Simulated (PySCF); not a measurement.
# A gas-phase reaction: CH5AlOS + FH → CH4AlFO + H2S

What reaction energy should one expect for `[CH3][Al]([OH])[SH]` + `F` → `[CH3][Al]([OH])[F]` + `S`?

Computed with PySCF 2.14.0; each step states its level. No surroundings beyond the atoms listed, unless a continuum is named. Atoms count from 0, parts from 1.

## (1) The system as given

Each species was relaxed by itself at PBE0-D3(BJ)/def2-SVPD.

## (2) Energies of the species: wB97M-D3(BJ)/def2-TZVPD

What the job is given:

```
{"job": {"kind": "react", "xc": "wB97M-D3(BJ)", "basis": "def2-TZVPD"}, "charge": 0, "multiplicity": 1}
-1 CH5AlOS charge 0 multiplicity 1
C      0.398990    -0.919740    -0.972170
Al     0.044390     0.395720     0.406460
O      1.360900     1.128710     1.223100
S     -1.975060     1.017720     1.020870
H      0.691690    -1.880890    -0.519750
H      1.236440    -0.600140    -1.611550
H     -0.471520    -1.108800    -1.617170
H      1.306540     1.751880     1.946720
H     -2.592050     0.215830     0.123640

-1 FH charge 0 multiplicity 1
F      0.460090     0.000420    -0.002380
H     -0.460090    -0.000420     0.002380

+1 CH4AlFO charge 0 multiplicity 1
C      0.804090     0.985480    -0.131960
Al    -0.446940    -0.402200     0.353250
O     -0.953050    -1.563960    -0.791340
F     -1.069950    -0.514920     1.909990
H      1.820760     0.574220    -0.235660
H      0.842940     1.787640     0.618740
H      0.542120     1.429850    -1.104240
H     -1.540720    -2.299010    -0.617190

+1 H2S charge 0 multiplicity 1
S      0.001120     0.615310     0.002360
H      0.965060    -0.329800     0.000430
H     -0.984570    -0.307060    -0.006040
```

Method: wB97M-D3(BJ)/def2-TZVPD reaction energy of separated species, gas phase.

Run with:

```console
> OMP_NUM_THREADS=1 python cluster_run.py task.json out
```

One launch serves the whole session: the jobs run in the order shown.

The log of the run:

```text
species 1 (CH5AlOS)
coarse grid: 35392 points
cycle   1  E = -757.1343797878  dE =  1.273e-01  |g| = 7.672e-01  |ddm| = 2.463e+00
cycle   2  E = -757.1092626666  dE =  2.512e-02  |g| = 9.266e-01  |ddm| = 1.224e+00
cycle   3  E = -757.2564088545  dE = -1.471e-01  |g| = 6.548e-02  |ddm| = 6.017e-01
cycle   4  E = -757.2575565997  dE = -1.148e-03  |g| = 2.728e-02  |ddm| = 9.451e-02
cycle   5  E = -757.2577672146  dE = -2.106e-04  |g| = 5.073e-03  |ddm| = 3.327e-02
cycle   6  E = -757.2577823481  dE = -1.513e-05  |g| = 1.472e-03  |ddm| = 1.105e-02
cycle   7  E = -757.2577836116  dE = -1.263e-06  |g| = 6.833e-04  |ddm| = 2.881e-03
final grid: 72912 points
cycle   8  E = -757.2577381143  dE = -1.883e-07  |g| = 5.789e-04  |ddm| = 9.914e-03
cycle   9  E = -757.2577381527  dE = -3.838e-08  |g| = 4.769e-04  |ddm| = 1.269e-03
cycle  10  E = -757.2577382064  dE = -5.367e-08  |g| = 4.649e-05  |ddm| = 4.087e-04
cycle  11  E = -757.2577382077  dE = -1.358e-09  |g| = 3.632e-05  |ddm| = 1.163e-04
cycle  12  E = -757.2577382082  dE = -4.952e-10  |g| = 4.654e-06  |ddm| = 6.405e-05
converged SCF energy = -757.2577382082

species 2 (FH)
coarse grid: 7776 points
cycle   1  E = -100.4688133790  dE = -9.408e-02  |g| = 4.644e-01  |ddm| = 6.197e-01
cycle   2  E = -100.4724943890  dE = -3.681e-03  |g| = 5.038e-01  |ddm| = 3.808e-01
cycle   3  E = -100.5053078244  dE = -3.281e-02  |g| = 2.574e-02  |ddm| = 1.678e-01
cycle   4  E = -100.5053838029  dE = -7.598e-05  |g| = 5.007e-03  |ddm| = 1.077e-02
cycle   5  E = -100.5053884441  dE = -4.641e-06  |g| = 4.334e-04  |ddm| = 3.766e-03
final grid: 16976 points
cycle   6  E = -100.5053938843  dE = -6.399e-08  |g| = 1.077e-04  |ddm| = 8.225e-04
cycle   7  E = -100.5053938878  dE = -3.438e-09  |g| = 8.377e-05  |ddm| = 2.189e-04
cycle   8  E = -100.5053938887  dE = -9.164e-10  |g| = 2.015e-05  |ddm| = 3.766e-05
converged SCF energy = -100.5053938887

species 3 (CH4AlFO)
coarse grid: 31904 points
cycle   1  E = -458.1900484251  dE =  7.397e-02  |g| = 9.124e-01  |ddm| = 2.393e+00
cycle   2  E = -458.1507475576  dE =  3.930e-02  |g| = 1.122e+00  |ddm| = 1.233e+00
cycle   3  E = -458.3432162476  dE = -1.925e-01  |g| = 3.995e-02  |ddm| = 5.984e-01
cycle   4  E = -458.3438089660  dE = -5.927e-04  |g| = 2.260e-02  |ddm| = 7.814e-02
cycle   5  E = -458.3439474031  dE = -1.384e-04  |g| = 6.881e-03  |ddm| = 2.676e-02
cycle   6  E = -458.3439633440  dE = -1.594e-05  |g| = 2.675e-03  |ddm| = 9.085e-03
cycle   7  E = -458.3439650682  dE = -1.724e-06  |g| = 1.128e-03  |ddm| = 2.807e-03
final grid: 67400 points
cycle   8  E = -458.3439060010  dE = -2.723e-07  |g| = 1.076e-03  |ddm| = 5.367e-03
cycle   9  E = -458.3439059731  dE =  2.796e-08  |g| = 1.245e-03  |ddm| = 1.382e-03
cycle  10  E = -458.3439062113  dE = -2.382e-07  |g| = 7.862e-05  |ddm| = 6.105e-04
cycle  11  E = -458.3439062138  dE = -2.525e-09  |g| = 3.409e-05  |ddm| = 1.245e-04
cycle  12  E = -458.3439062147  dE = -8.650e-10  |g| = 3.885e-06  |ddm| = 8.740e-05
converged SCF energy = -458.3439062147

species 4 (H2S)
coarse grid: 11264 points
cycle   1  E = -399.4336015204  dE = -1.424e-01  |g| = 1.945e-01  |ddm| = 1.016e+00
cycle   2  E = -399.4459454870  dE = -1.234e-02  |g| = 1.106e-01  |ddm| = 2.399e-01
cycle   3  E = -399.4491447716  dE = -3.199e-03  |g| = 1.578e-02  |ddm| = 9.278e-02
cycle   4  E = -399.4492191126  dE = -7.434e-05  |g| = 4.851e-03  |ddm| = 1.790e-02
cycle   5  E = -399.4492313496  dE = -1.224e-05  |g| = 9.336e-04  |ddm| = 7.536e-03
cycle   6  E = -399.4492320807  dE = -7.312e-07  |g| = 1.776e-04  |ddm| = 2.124e-03
final grid: 22496 points
cycle   7  E = -399.4492197840  dE = -2.328e-08  |g| = 1.134e-04  |ddm| = 6.117e-04
cycle   8  E = -399.4492197870  dE = -2.981e-09  |g| = 6.804e-05  |ddm| = 1.508e-04
cycle   9  E = -399.4492197878  dE = -7.688e-10  |g| = 8.752e-06  |ddm| = 5.994e-05
converged SCF energy = -399.4492197878

Reaction energy = -18.142 kcal/mol
```

Wall time 45 s (1 thread of Arm Neoverse N1, shared host); peak memory 0.76 GiB.

Species by species (with the dispersion term, which the log's SCF energies lack):

```csv
ν,species,energy (Eh),HOMO (eV)
-1,[CH3][Al]([OH])[SH],-757.26539,-9.89
-1,F,-100.50563,-14.54
+1,[CH3][Al]([OH])[F],-458.34937,-11.42
+1,S,-399.45056,-9.89
```

## (3) Reaction energy: PBE0-D3(BJ)/def2-TZVPD

Same as in step 2 but for these lines:

```diff
@@ -1,2 +1,2 @@
-{"job": {"kind": "react", "xc": "wB97M-D3(BJ)", "basis": "def2-TZVPD"}, "charge": 0, "multiplicity": 1}
+{"job": {"kind": "react", "xc": "PBE0", "basis": "def2-TZVPD", "disp": "d3bj"}, "charge": 0, "multiplicity": 1}
 -1 CH5AlOS charge 0 multiplicity 1
```

Method: PBE0-D3(BJ)/def2-TZVPD reaction energy of separated species, gas phase.

The log of the run:

```text
species 1 (CH5AlOS)
coarse grid: 8520 points
cycle   1  E = -756.6184509575  dE =  1.396e-01  |g| = 8.603e-01  |ddm| = 2.618e+00
cycle   2  E = -756.3161492037  dE =  3.023e-01  |g| = 1.501e+00  |ddm| = 1.643e+00
cycle   3  E = -756.7581909205  dE = -4.420e-01  |g| = 1.670e-01  |ddm| = 1.064e+00
cycle   4  E = -756.7641915751  dE = -6.001e-03  |g| = 5.740e-02  |ddm| = 1.807e-01
cycle   5  E = -756.7649186887  dE = -7.271e-04  |g| = 8.395e-03  |ddm| = 4.955e-02
cycle   6  E = -756.7649348833  dE = -1.619e-05  |g| = 3.951e-03  |ddm| = 1.312e-02
cycle   7  E = -756.7649382760  dE = -3.393e-06  |g| = 6.943e-04  |ddm| = 3.986e-03
final grid: 72912 points
cycle   8  E = -756.7626319279  dE = -2.985e-05  |g| = 7.987e-03  |ddm| = 1.007e-01
cycle   9  E = -756.7626207365  dE =  1.119e-05  |g| = 1.058e-02  |ddm| = 1.312e-02
cycle  10  E = -756.7626436128  dE = -2.288e-05  |g| = 1.358e-03  |ddm| = 7.968e-03
cycle  11  E = -756.7626438964  dE = -2.837e-07  |g| = 3.423e-04  |ddm| = 1.111e-03
cycle  12  E = -756.7626439253  dE = -2.886e-08  |g| = 6.371e-05  |ddm| = 3.142e-04
cycle  13  E = -756.7626439262  dE = -9.471e-10  |g| = 1.294e-05  |ddm| = 6.776e-05
converged SCF energy = -756.7626439262

species 2 (FH)
coarse grid: 1712 points
cycle   1  E = -100.3541530076  dE = -3.605e-02  |g| = 4.958e-01  |ddm| = 6.253e-01
cycle   2  E = -100.3146336213  dE =  3.952e-02  |g| = 7.430e-01  |ddm| = 5.125e-01
cycle   3  E = -100.3938778351  dE = -7.924e-02  |g| = 2.284e-02  |ddm| = 2.892e-01
cycle   4  E = -100.3939533912  dE = -7.556e-05  |g| = 4.205e-03  |ddm| = 9.787e-03
cycle   5  E = -100.3939553753  dE = -1.984e-06  |g| = 3.557e-04  |ddm| = 1.247e-03
final grid: 16976 points
cycle   6  E = -100.3948399233  dE = -1.861e-05  |g| = 4.008e-03  |ddm| = 7.558e-03
cycle   7  E = -100.3948379865  dE =  1.937e-06  |g| = 5.514e-03  |ddm| = 3.361e-03
cycle   8  E = -100.3948420993  dE = -4.113e-06  |g| = 9.861e-05  |ddm| = 2.019e-03
cycle   9  E = -100.3948421005  dE = -1.262e-09  |g| = 1.770e-05  |ddm| = 3.900e-05
cycle  10  E = -100.3948421006  dE = -4.727e-11  |g| = 3.065e-06  |ddm| = 1.022e-05
converged SCF energy = -100.3948421006

species 3 (CH4AlFO)
coarse grid: 7368 points
cycle   1  E = -457.7392872782  dE =  1.112e-01  |g| = 1.008e+00  |ddm| = 2.571e+00
cycle   2  E = -457.4156712891  dE =  3.236e-01  |g| = 1.690e+00  |ddm| = 1.669e+00
cycle   3  E = -457.9167156534  dE = -5.010e-01  |g| = 1.291e-01  |ddm| = 1.050e+00
cycle   4  E = -457.9197606073  dE = -3.045e-03  |g| = 6.291e-02  |ddm| = 1.322e-01
cycle   5  E = -457.9205227211  dE = -7.621e-04  |g| = 1.275e-02  |ddm| = 4.206e-02
cycle   6  E = -457.9205455778  dE = -2.286e-05  |g| = 4.725e-03  |ddm| = 9.412e-03
cycle   7  E = -457.9205496323  dE = -4.054e-06  |g| = 6.036e-04  |ddm| = 3.306e-03
final grid: 67400 points
cycle   8  E = -457.9210555605  dE = -4.063e-05  |g| = 7.104e-03  |ddm| = 1.038e-01
cycle   9  E = -457.9210447237  dE =  1.084e-05  |g| = 1.019e-02  |ddm| = 1.082e-02
cycle  10  E = -457.9210657341  dE = -2.101e-05  |g| = 1.080e-03  |ddm| = 6.820e-03
cycle  11  E = -457.9210659361  dE = -2.020e-07  |g| = 2.398e-04  |ddm| = 8.436e-04
cycle  12  E = -457.9210659494  dE = -1.326e-08  |g| = 3.663e-05  |ddm| = 1.919e-04
cycle  13  E = -457.9210659495  dE = -1.457e-10  |g| = 2.238e-05  |ddm| = 3.392e-05
converged SCF energy = -457.9210659495

species 4 (H2S)
coarse grid: 2864 points
cycle   1  E = -399.2518636769  dE = -9.250e-02  |g| = 1.630e-01  |ddm| = 1.023e+00
cycle   2  E = -399.2538579662  dE = -1.994e-03  |g| = 1.600e-01  |ddm| = 2.978e-01
cycle   3  E = -399.2614720239  dE = -7.614e-03  |g| = 1.497e-02  |ddm| = 1.477e-01
cycle   4  E = -399.2614866358  dE = -1.461e-05  |g| = 1.103e-03  |ddm| = 5.881e-03
cycle   5  E = -399.2614870162  dE = -3.804e-07  |g| = 6.136e-04  |ddm| = 1.717e-03
final grid: 22496 points
cycle   6  E = -399.2625176060  dE = -7.085e-06  |g| = 4.896e-03  |ddm| = 1.692e-02
cycle   7  E = -399.2625182387  dE = -6.326e-07  |g| = 3.960e-03  |ddm| = 6.698e-03
cycle   8  E = -399.2625211709  dE = -2.932e-06  |g| = 2.911e-04  |ddm| = 3.504e-03
cycle   9  E = -399.2625211987  dE = -2.777e-08  |g| = 3.583e-05  |ddm| = 2.357e-04
cycle  10  E = -399.2625211990  dE = -3.629e-10  |g| = 6.383e-06  |ddm| = 2.919e-05
converged SCF energy = -399.2625211990

Reaction energy = -15.461 kcal/mol
```

It took 22 s on 1 thread of Arm Neoverse N1, shared host; peak memory 0.64 GiB.

Reaction energy at this level: -15.46 kcal/mol.

## (4) Side by side

Energies in kcal/mol, with wall time:

| run | reaction | time |
| --- | --- | --- |
| wB97M-D3(BJ)/def2-TZVPD | -18.14 | 45 s |
| PBE0-D3(BJ)/def2-TZVPD | -15.46 | 22 s |

## (5) Summary of results

| quantity | value |
| --- | --- |
| reaction energy (wB97M-D3(BJ)/def2-TZVPD) | -18.14 kcal/mol |
| ΔH, ΔG at 298 K (xTB thermal terms) | -18.4, -20.1 kcal/mol |
| range of the reaction energy over the runs of this table | -18.14 to -15.46 kcal/mol |

**Reading.** The reaction is exothermic by 18.4 kcal/mol in the gas phase; dispersion gives +0.68, and xTB itself gave -38.06 for the electronic energy (xTB energies and thermal terms come from the earlier relaxation of each species, not shown). No barrier was sought. xTB and this level differ widely in the electronic energy, so what comes from xTB (the thermal terms above all) is less safe here. The reaction energy runs from -18.14 (wB97M-D3(BJ)/def2-TZVPD) to -15.46 kcal/mol (PBE0-D3(BJ)/def2-TZVPD).
